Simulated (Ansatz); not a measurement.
**C9H16: up Jacob's ladder to CCSD(T)**

An exercise on one series of results from a longer session: the logs are not shown, and one member is left open.

Method: functionals in def2-TZVPP, the program's frozen cores in correlated methods; program: Ansatz 0.2.0, Gaussian basis.

Plan: LDA (SPW92), PBE-D4, revPBE-D4, BLYP-D4, r2SCAN-D4, B97M-V, PBE0-D4, B3LYP-D4, r2SCANh-D4, r2SCAN0-D4, HSE06-D4, BHLYP-D4, CAM-B3LYP-D4, LC-ωPBE, ωB97X-V, ωB97M-V, B2PLYP, PBE-QIDH; CCSD(T)/def2-SVP; CCSD(T)/def2-TZVPP; MP2/def2-QZVPP; extrapolation to the limit; RPA on PBE.

### The relaxed structure

An earlier PBE0-D4 in a triple-zeta def2 set relaxation fixed the geometry.

SMILES `CCC#CCCCCC`, 25 atoms, charge 0, spin multiplicity 1.

Atoms are counted from 1 here; the program's logs count them from 0.

Bond lengths: C1–C2 1.526 Å, C1–H10 1.092 Å, C1–H11 1.091 Å, C1–H12 1.091 Å, C2–C3 1.455 Å, C2–H13 1.095 Å, C2–H14 1.095 Å, C3–C4 1.203 Å, C4–C5 1.455 Å, C5–C6 1.530 Å, C5–H15 1.097 Å, C5–H16 1.095 Å, C6–C7 1.518 Å, C6–H17 1.096 Å, C6–H18 1.095 Å, C7–C8 1.519 Å, C7–H19 1.096 Å, C7–H20 1.098 Å and more. Angles: C2–C1–H10 110.6°, C2–C1–H11 110.8°, C2–C1–H12 110.8°, H10–C1–H11 108.4°, H10–C1–H12 108.4°, H11–C1–H12 107.9°, C1–C2–C3 112.8°, C1–C2–H13 109.7°, C1–C2–H14 109.7°, C3–C2–H13 109.2°, C3–C2–H14 109.1°, H13–C2–H14 106.1°, C2–C3–C4 178.6°, C3–C4–C5 178.8°, C4–C5–C6 113.1°, C4–C5–H15 109.2°, C4–C5–H16 109.1°, C6–C5–H15 109.4° and more.

The first run:

File in.yaml:

```yaml
crystal:
  periodic: [false, false, false]
  atoms:
    - {symbol: C, position_ang: [-1.703500, -1.749434, -2.573168]}
    - {symbol: C, position_ang: [-0.331626, -1.486474, -3.188686]}
    - {symbol: C, position_ang: [0.556048, -0.759183, -2.294798]}
    - {symbol: C, position_ang: [1.271056, -0.161153, -1.534020]}
    - {symbol: C, position_ang: [2.110669, 0.576502, -0.602497]}
    - {symbol: C, position_ang: [1.309123, 1.356185, 0.441675]}
    - {symbol: C, position_ang: [0.470745, 0.469198, 1.343988]}
    - {symbol: C, position_ang: [-0.340338, 1.249439, 2.364660]}
    - {symbol: C, position_ang: [-1.176162, 0.355644, 3.264223]}
    - {symbol: H, position_ang: [-2.340152, -2.296094, -3.272226]}
    - {symbol: H, position_ang: [-1.610801, -2.338877, -1.659246]}
    - {symbol: H, position_ang: [-2.199356, -0.811122, -2.318170]}
    - {symbol: H, position_ang: [-0.446181, -0.922564, -4.120784]}
    - {symbol: H, position_ang: [0.137684, -2.436855, -3.465259]}
    - {symbol: H, position_ang: [2.786075, -0.122548, -0.094950]}
    - {symbol: H, position_ang: [2.749618, 1.265880, -1.164501]}
    - {symbol: H, position_ang: [2.009238, 1.942300, 1.047269]}
    - {symbol: H, position_ang: [0.661005, 2.073976, -0.072296]}
    - {symbol: H, position_ang: [-0.202062, -0.136431, 0.726402]}
    - {symbol: H, position_ang: [1.125765, -0.240740, 1.865522]}
    - {symbol: H, position_ang: [0.334858, 1.859480, 2.976448]}
    - {symbol: H, position_ang: [-0.993020, 1.956588, 1.839508]}
    - {symbol: H, position_ang: [-0.544684, -0.339821, 3.824471]}
    - {symbol: H, position_ang: [-1.881528, -0.241004, 2.678909]}
    - {symbol: H, position_ang: [-1.752497, 0.937110, 3.987523]}
basis:
  gaussian: {orbitals: def2-TZVPP}
hamiltonian: {xc: lda}
output: {orbitals: {seedname: orbitals}}
```

Started as:

```bash
$ ansatz run in.yaml --threads 4 --pin off --events-out ev --progress --plain --max-ram 66560MiB --backend cuda --devices 0, --max-vram 37GiB
```

Among the steps run: LDA; PBE-D4 (GGA); revPBE-D4 (GGA); BLYP-D4 (GGA); r2SCAN-D4 (meta-GGA); B97M-V (meta-GGA); PBE0-D4 (hybrid); B3LYP-D4 (hybrid); r2SCANh-D4 (hybrid); r2SCAN0-D4 (hybrid); HSE06-D4 (hybrid); BHLYP-D4 (hybrid); CAM-B3LYP-D4 (range-separated); LC-ωPBE (range-separated); ωB97X-V (range-separated); ωB97M-V (range-separated); B2PLYP (double hybrid); PBE-QIDH (double hybrid).

One of the session's tables, all rows but one given; the rest of the session is left out.

It belongs to the step «Frontier levels by functional». 

| functional | HOMO (eV) | LUMO (eV) | gap (eV) |
| --- | --- | --- | --- |
| LDA (SPW92) | -5.99 | 0.02 | 6.01 |
| PBE-D4 | -5.84 | 0.20 | 6.05 |
| revPBE-D4 | -5.78 | 0.29 | 6.06 |
| BLYP-D4 | -5.70 | 0.25 | 5.96 |
| r2SCAN-D4 | -6.04 | 0.66 | 6.71 |
| B97M-V | ? | ? | ? |
| PBE0-D4 | -7.04 | 1.05 | 8.08 |
| B3LYP-D4 | -6.82 | 0.74 | 7.56 |
| r2SCANh-D4 | -6.49 | 0.98 | 7.48 |
| r2SCAN0-D4 | -7.17 | 1.43 | 8.60 |
| HSE06-D4 | -6.63 | 0.68 | 7.31 |
| BHLYP-D4 | -8.10 | 1.65 | 9.76 |
| CAM-B3LYP-D4 | -8.39 | 1.81 | 10.20 |
| LC-ωPBE | -9.77 | 3.09 | 12.86 |
| ωB97X-V | -9.40 | 2.86 | 12.26 |
| ωB97M-V | -9.29 | 2.44 | 11.73 |

**Question.** Estimate the row for B97M-V.

**Answer.** HOMO (eV): -6.09; LUMO (eV): 0.40; gap (eV): 6.48. In the column «HOMO (eV)» it lies between r2SCANh-D4 (-6.49) and r2SCAN-D4 (-6.04).
